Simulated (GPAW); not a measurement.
Crystal: RuSe.

```
Ru Se
1.0
     3.18769    0.00000    0.00000
     0.00000    3.18769    0.00000
     0.00000    0.00000    3.18769
Ru Se
1 1
Direct
  0.00000 0.00000 0.00000
  0.50000 0.50000 0.50000
```

The cell comes from a database or a generator and needn't be the stable form of this composition.

Base run:

| Item | Value |
| --- | --- |
| Program | GPAW 26.7.0 |
| Functional | PBEsol |
| Potentials or basis | PAW data sets generated in the run's folder for this functional |
| Cutoff | 600 eV |
| Basis | pw |
| k mesh | 6 × 6 × 6 |
| Occupations | gaussian, width 0.05 eV |
| Spin | collinear spin, ferromagnetic start |
| Starting moments | [4.0, 0.0] μB |
| Hubbard terms | Ru d U = 2 eV |

Its results: pressure -13.2 GPa; site moments Ru +1.42; Se +0.00 μB.

The run is repeated on the same cell with these changes: fixed moment from none to 4 μB. What comes out?

Pressure 20.7 GPa; site moments Ru +3.11; Se +0.40 μB.

Caveats: the total moment is fixed, so each spin has its own Fermi level (some runs).
